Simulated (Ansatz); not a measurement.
# Ta: the cost of one run

Computed with Ansatz 0.2.0 (DFT PBEsol, scalar-relativistic, plane waves, PAW, unless a step's input says otherwise).

This is Ta in the fcc structure; at room conditions it is bcc.

1 further run of the same task is left out (set aside as unsound or not needed).

### 1 The structure to begin with

The structure is cubic, space group Fm-3m (No. 225). Conventional cell: a = 4.220 Å, b = 4.220 Å, c = 4.220 Å, α = 90.00°, β = 90.00°, γ = 90.00°. Ta (site symmetry m-3m) has 12 Ta at 2.98 Å as nearest neighbours.

Structure file:

```cif
data_structure
_symmetry_space_group_name_H-M 'P 1'
_symmetry_Int_Tables_number 1
_cell_length_a 2.9840
_cell_length_b 2.9840
_cell_length_c 2.9840
_cell_angle_alpha 60.000
_cell_angle_beta 60.000
_cell_angle_gamma 60.000
_cell_volume 18.79
loop_
_atom_site_label
_atom_site_type_symbol
_atom_site_fract_x
_atom_site_fract_y
_atom_site_fract_z
_atom_site_occupancy
Ta1 Ta 0.00000 0.00000 0.00000 1
```

The structure comes from the Crystallography Open Database.

(A quick probe on a coarse mesh, which set the mesh and smearing, is not shown.)

### 3 Full relaxation

File input.yaml:

```yaml
crystal:
  lattice:
    - [0.0, 2.11, 2.11]
    - [2.11, 0.0, 2.11]
    - [2.11, 2.11, 0.0]
  atoms:
    - { symbol: Ta, position: [0.0, 0.0, 0.0] }
basis:
  ecutwfc: 420
kpoints:
  mp_grid: { grid: [18, 18, 18] }
hamiltonian:
  xc: pbesol
scf:
  occupations: { method: gaussian, width: 0.1 }
output:
  forces: true
  stress: true
  eigenvalues: true
relax:
  adjacent_minimum: "off"
  f_tol: 0.005
  max_steps: 80
  cell: { stress_tol: 0.05 }
```

**Question.** How long does this run take on 1 thread of an x86-64 CPU, shared host, and how much memory does it need?

About 8.7 s, with a peak of 0.36 GiB.
